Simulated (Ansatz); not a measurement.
HfTaN2 from HfN and TaN: a reaction energy, run with Ansatz 0.2.0, Python API.

`reaction_hftan2.py`:
```python
"""Reaction energy of HfTaN2 from HfN and TaN, after relaxing cells and atoms."""

from collections import Counter

import ansatz
import numpy as np


def run_phase(name, crystal):
    calc = (
        crystal.calculation()
        .functional(ansatz.Functional.PBESOL)
        .basis(320, density_ratio=4)
        .accuracy("medium")
        .scf(extra_bands=8)
        .kpoints(spacing=0.39)
        .occupations("fermi_dirac", width=0.05)
        .stress()
    )
    calc = calc.relax(force_tolerance=0.03, cell=True)
    return calc.run()


def counts(outcome):
    return Counter(site.symbol for site in outcome.lattice.sites)


def volume_per_atom(outcome):
    return abs(np.linalg.det(outcome.lattice.cell_ang)) / len(outcome.lattice.sites)

phases = {}
hftan2_r_3m = (
    ansatz.Lattice.from_parameters(3.172632, 3.172632, 15.403167, alpha=90, beta=90, gamma=120)
    .space_group(166)
    .atom("Hf", (0.0, 0.0, 0.0))
    .atom("Ta", (2 / 3, 1 / 3, 5 / 6))
    .atom("N", (1 / 3, 2 / 3, 0.916965))
    .primitive()
)
phases["HfTaN2 R-3m"] = hftan2_r_3m
hfn_fm_3m = (
    ansatz.Lattice.fcc(4.512)
    .space_group(225)
    .atom("Hf", (0.0, 0.0, 0.0))
    .atom("N", (0.5, 0.0, 0.0))
    .primitive()
)
phases["HfN Fm-3m"] = hfn_fm_3m
tan_p6_mmm = (
    ansatz.Lattice.from_parameters(5.191, 5.191, 2.908, alpha=90, beta=90, gamma=120)
    .space_group(191)
    .atom("Ta", (0.0, 0.0, 0.0))
    .atom("Ta", (1 / 3, 2 / 3, 0.5))
    .atom("N", (0.5, 0.0, 0.0))
)
phases["TaN P6/mmm"] = tan_p6_mmm

done = {name: run_phase(name, crystal) for name, crystal in phases.items()}

# balance the reaction cell by cell
elements = sorted(counts(done["HfTaN2 R-3m"]))
matrix = np.array([[counts(done[name])[e] for name in ("HfN Fm-3m", "TaN P6/mmm")] for e in elements], float)
x = np.linalg.lstsq(matrix, [counts(done["HfTaN2 R-3m"])[e] for e in elements], rcond=None)[0]
energy = done["HfTaN2 R-3m"].report["energy_sigma0_ev"] - sum(k * done[name].report["energy_sigma0_ev"] for k, name in zip(x, ("HfN Fm-3m", "TaN P6/mmm")))
n = len(done["HfTaN2 R-3m"].lattice.sites)
before = sum(k * len(done[name].lattice.sites) * volume_per_atom(done[name]) for k, name in zip(x, ("HfN Fm-3m", "TaN P6/mmm"))) / n
print(f"{x[0]:.3f} cells of HfN Fm-3m + {x[1]:.3f} cells of TaN P6/mmm -> 1 cell of HfTaN2 R-3m")
print(f"reaction energy {1000 * energy / n:+.1f} meV/atom ({96.4853 * energy / n:+.2f} kJ per mole of atoms)")
print(f"volume per atom {before:.3f} -> {volume_per_atom(done['HfTaN2 R-3m']):.3f} A^3")
```

Does the product lie below or above the reactants, and what happens to the volume?

The reaction energy is -90.9 meV an atom, so the product lies below the reactants. The volume per atom goes from 11.381 to 10.901 Å³ (-4.2 %).

The run itself:

Output of `python reaction_hftan2.py`:
```text
DeckWarning: basis.ecutwfc = 320 eV is below the records' recommended 420 eV, and the density's cutoff is lower with it unless basis.ecutrho_ratio is high enough to keep the records' density cutoff: compare with a run at a higher cutoff
DeckWarning: basis.ecutrho_ratio = 4 (ecutrho = 1280 eV) is below the records' recommended 1680 eV
1.000 cells of HfN Fm-3m + 0.333 cells of TaN P6/mmm -> 1 cell of HfTaN2 R-3m
reaction energy -90.9 meV/atom (-8.78 kJ per mole of atoms)
volume per atom 11.381 -> 10.901 A^3
```
(Warnings from the package without file and line.)

What to keep in mind:
- The settings weren't tested for convergence.
- The cutoff lies under the one recommended for these potentials.
- No spin polarisation was allowed.
- For the metals among these phases the mesh is modest: differences between phases can be off by up to 40 meV an atom.
- Spin-orbit coupling, which matters for elements this heavy, is left out.
- The cells come from databases of deposited and of computed structures, and not all need be stable phases.
- The reactants and the product are the structures named, not necessarily the lowest of each compound, so sign and change of volume hang on that choice. A semilocal functional's error on such energies is often 0.05 to 0.1 eV an atom, and 0.1 to 0.3 eV against gases such as O2 or F2.
- It ran for 40 s on 1 thread of Arm Neoverse V1 (shared host), peak memory 0.43 GiB.

(Lines on the test bed's own set-up are left out of the output.)
